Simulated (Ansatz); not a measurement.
# CrRu: how the settings move a single-point run

Aim: see which settings change the result for CrRu, by how much, and at what cost.

Computed with Ansatz 0.2.0 (reference: DFT, LDA, PAW with Ansatz's default frozen-core files, scalar-relativistic, unless a step's input says otherwise).

**1. The structure to begin with**

Symmetry: P-6m2, No. 187, hexagonal system. The conventional cell has a = 2.716 Å, b = 2.716 Å, c = 4.301 Å, α = 90.00°, β = 90.00°, γ = 120.00°. Cr (site symmetry -6m2) is surrounded by 6 Ru at 2.66 Å and 6 Cr at 2.72 Å. Ru (site symmetry -6m2) is surrounded by 6 Cr at 2.66 Å and 6 Ru at 2.72 Å.

Coordinates:

```cif
data_structure
_symmetry_space_group_name_H-M 'P-6m2'
_symmetry_Int_Tables_number 187
_cell_length_a 2.7160
_cell_length_b 2.7160
_cell_length_c 4.3007
_cell_angle_alpha 90.000
_cell_angle_beta 90.000
_cell_angle_gamma 120.000
_cell_volume 27.47
loop_
_atom_site_label
_atom_site_type_symbol
_atom_site_symmetry_multiplicity
_atom_site_Wyckoff_symbol
_atom_site_fract_x
_atom_site_fract_y
_atom_site_fract_z
_atom_site_occupancy
Cr1 Cr 1 e 0.66667 0.33333 0.00000 1
Ru1 Ru 1 d 0.33333 0.66667 0.50000 1
```

**2. Reference**

Contents of input.yaml:

```yaml
crystal:
  lattice:
    - [2.7159912304, 0.0, 0.0]
    - [-1.3579956152, 2.352117402, 0.0]
    - [0.0, 0.0, 4.3007411596]
  atoms:
    - { symbol: Cr, position: [0.6666666667, 0.3333333333, 0.0], spin: 3.0 }
    - { symbol: Ru, position: [0.3333333333, 0.6666666667, 0.5], spin: 1.5 }
magnetization:
  spin_polarized: true
kpoints:
  mp_grid: { grid: [12, 12, 7] }
scf:
  occupations: { method: fermi_dirac, width: 0.1 }
  lower_state_search: "off"
hamiltonian:
  xc: lda
  pseudopotentials: { kind: paw }
output:
  forces: true
  stress: true
  eigenvalues: true
  populations: true
```

Run with:

```sh
$ ansatz run input.yaml --threads 1 --pin off --max-ram 3072MiB --backend cpu --events-out ev --progress --plain --runs-dir out
```

The main lines of its log:

```text
[...]
Basis set: ecut = 420 eV, 537 PW (Γ)
[...]
Magnetic group: BNS 187.209 (UNI 1439), of the structure as read, at distance tolerance 3.0e-5 Å
k-points: 76 of 1008 (time reversal used)
[...]
SCF iter   1: F=—  HF=-9082.564449 eV  |F-HF|=—  |Δ(HF+E_count)|=         —  Δρ=2.33e-1 (↑2.33e-1 ↓6.88e-2)  dr2=1.46e1  dr2_m=4.34e0  M=1.793 μB ∫|m|=1.796 μB  β_m=0.30  ethr=3.10e-3  ⟨swp⟩=5.0  Hψ=12687  notcnv=0
preconditioner: auto → none  [metal: Δε(μ)=0.015 eV  Ē_g=8.156 eV  σ=0.100 eV  W_gap=0.04  n_scr=8 (ndim 8)  ℏωp=26.5 eV  f_vac=0.000  D(μ)=1.97/eV (n_scr^D=22)  sad-step TF]
SCF iter   2: F=—  HF=-9081.158420 eV  |F-HF|=—  |Δ(HF+E_count)|=    1.41e0  Δρ=1.09e-1 (↑1.09e-1 ↓7.80e-2)  dr2=5.45e0  dr2_m=1.42e0  M=1.911 μB ∫|m|=1.914 μB  β_m=0.30  ethr=3.10e-3  ⟨swp⟩=2.2  Hψ=7604  notcnv=0  defer=78
[...]
SCF iter  23: F=-9080.810651 eV  HF=-9080.810651 eV  |F-HF|=7.71e-10  |Δ(HF+E_count)|=  1.20e-10  Δρ=8.33e-7 (↑6.52e-7 ↓8.33e-7)  dr2=8.32e-10  dr2_m=3.98e-11  M=-0.000 μB ∫|m|=0.000 μB  β_m=0.62  ethr=1.51e-11  ⟨swp⟩=1.0  Hψ=7296  notcnv=0
SCF iter  24: F=-9080.810651 eV  HF=-9080.810651 eV  |F-HF|=1.27e-11  |Δ(HF+E_count)|=  1.82e-12  Δρ=1.67e-7 (↑1.01e-7 ↓1.67e-7)  dr2=1.26e-11  dr2_m=3.02e-12  M=-0.000 μB ∫|m|=0.000 μB  ethr=2.77e-12  ⟨swp⟩=1.0  Hψ=7296  notcnv=0
[...]
SCF converged after 24 iterations
Magnetization: -0.0000 μB (15.0000 up, 15.0000 down)
[...]
Free energy (F): -9080.810651 eV
[...]
E sigma→0 (E₀):  -9080.764907 eV
[...]
Fermi energy:    18.922310 eV
[...]
  P = ⅓ Tr σ = -29.3178 GPa (-293.178 kbar)
[...]
```

It took 24 s on 1 thread of Arm Neoverse V1, shared host; peak memory 0.37 GiB.

**3. Changing settings: n_extra_bands 16, scf.algorithm direct_min**

Changes to input.yaml since step 2:

```diff
@@ -15,2 +15,4 @@
   lower_state_search: "off"
+  n_extra_bands: 16
+  algorithm: direct_min
 hamiltonian:
```

Run with:

```sh
$ ansatz run input.yaml --threads 1 --pin off --max-ram 3072MiB --backend cpu --events-out ev --progress --plain --runs-dir out
```

Output (excerpt; [...] marks lines left out):

```text
scf.n_extra_bands = 16 over 15 filled bands (N_el = 30.0): the run solves 31 bands
[...]
Pseudopotentials: kind: paw
Pseudopotential: Cr, paw, valence charge 14, recommended cutoff 420 eV (normal)
Pseudopotential: Ru, paw, valence charge 16, recommended cutoff 420 eV (normal)
Functional definition: SPW92
[...]
Crystal: 2 atoms, lattice volume = 27.475 Å³
Basis set: ecut = 420 eV, 537 PW (Γ)
Bands: 31, of which v1, the nominal top of the filled ones, is band 15 counted from 1 (14 counted from 0)
Symmetry: 12 space group operations
Space group: P-6m2 (ITA 187), of the structure as read, at distance tolerance 3.0e-5 Å
Magnetic group: BNS 187.209 (UNI 1439), of the structure as read, at distance tolerance 3.0e-5 Å
k-points: 76 of 1008 (time reversal used)
[...]
Starting moments: Σ|m| = 4.5 μB on 2 of 2 sites
[...]
SCF iter   1: F=—  HF=-9082.564675 eV  |F-HF|=—  |Δ(HF+E_count)|=         —  Δρ=2.33e-1 (↑2.33e-1 ↓6.88e-2)  dr2=1.46e1  dr2_m=4.35e0  M=1.793 μB ∫|m|=1.796 μB  β_m=0.30  ethr=4.88e-2  ⟨swp⟩=2.0  Hψ=24638  notcnv=0
[...]
spin-set hold released at iteration 10 (site moments contracting): the magnetisation degrees of freedom join the quasi-Newton model from the next iteration; the mixer history was flushed
[...]
SCF iter  17: F=-9080.810651 eV  HF=-9080.810651 eV  |F-HF|=0.00e0  |Δ(HF+E_count)|=  5.38e-10  Δρ=8.12e-8 (↑4.33e-8 ↓8.12e-8)  dr2=9.04e-13  dr2_m=7.93e-13  M=0.000 μB ∫|m|=0.000 μB  ethr=1.00e-12  ⟨swp⟩=3.0  Hψ=7960  notcnv=0
WARN: the starting moments were not kept: the SCF closed with an absolute magnetisation of 4.7e-6 μB, where they sum to 4.5 μB in size (2 sites). That is at most 0.1 of that sum. Measured as dr2_m measures the in/out step, that magnetisation stands 1.3e-11 eV from none, at or under the [...]
this state was not tested for a lower state beside it, because a direct minimisation reached the state, and no test of it is asked (direct_minimisation; see scf.lower_state_search)
SCF converged after 17 iterations
Magnetization: 0.0000 μB (15.0000 up, 15.0000 down)
Absolute magnetization: 0.0000 μB (∫|ρ↑−ρ↓|, with the PAW one-centre terms)
Spin contamination: 0.0000 ħ² per cell (⟨S²⟩ above its minimum at these occupations)
Per-site moments (μB) at R_I (Å): [(3.483525755490333e-6, 1.0978207674462255), (-8.075914597633873e-7, 1.0978207674462255)]
Free energy (F): -9080.810651 eV
[...]
E sigma→0 (E₀):  -9080.764907 eV
Entropy (-TS):   -0.091487 eV (-45.744 meV/atom)
Fermi energy:    18.922309 eV
[...]
--- Forces (eV/Å), atoms counted from 1 ---
  atom   1  Cr     0.00000000     0.00000000     0.00000000
  atom   2  Ru    -0.00000000     0.00000000     0.00000000
[...]
--- Stress (GPa, compression-positive) ---
      -28.353405       0.000000       0.000000
        0.000000     -28.353405       0.000000
        0.000000       0.000000     -31.246771
  P = ⅓ Tr σ = -29.3179 GPa (-293.179 kbar)
--- Band table (eV; the first three rows and the last of 152) ---
[...]
--- Löwdin populations: 2 sites ---
  site symbol       q [e]    m [muB]
     0     Cr     13.8540     0.0000
     1     Ru     15.9801    -0.0000
  spilling = 0.005528 (of n_electrons = 30.000000)
```

It took 51 s on 1 thread of Arm Neoverse V1, shared host; peak memory 0.57 GiB.

The changed band count and solver doesn't alter the result here (within 0.5 meV/atom). Cost: 17 SCF cycles against 24, 51 s against 24 s.

**4. Comparison**

```
                                          run     ending  energy change  pressure (GPa)  gap (eV)  force (eV/Å)  cycles  time
                                    reference  converged              0           -29.3      0.00          0.00      24  24 s
1: n_extra_bands 16, scf.algorithm direct_min  converged   0.0 meV/atom           -29.3      0.00          0.00      17  51 s
```

Residual by cycle in the longest SCF loop of each run; runs are numbered as in the table. The quantity is the density residual dr2, in eV.

```
cycle  reference    run 1
    1       14.6     14.6
    3         23     23.9
    5     0.0189   0.0461
    7    0.00641   0.0115
    9     8.6e-5   9.7e-4
   11    0.00115   4.7e-4
   14     2.1e-4   4.4e-6
   16    0.00246  1.2e-10
   18     3.1e-6        -
   20     1.1e-7        -
   22     4.5e-9        -
   24    1.3e-11        -
```

With the changed band count and solver the energy agrees within 0.5 meV/atom. Cost: 17 SCF cycles against 24, 51 s against 24 s. The structure is not at rest: the sound run finds -29 GPa, so these are no properties of the relaxed crystal. 
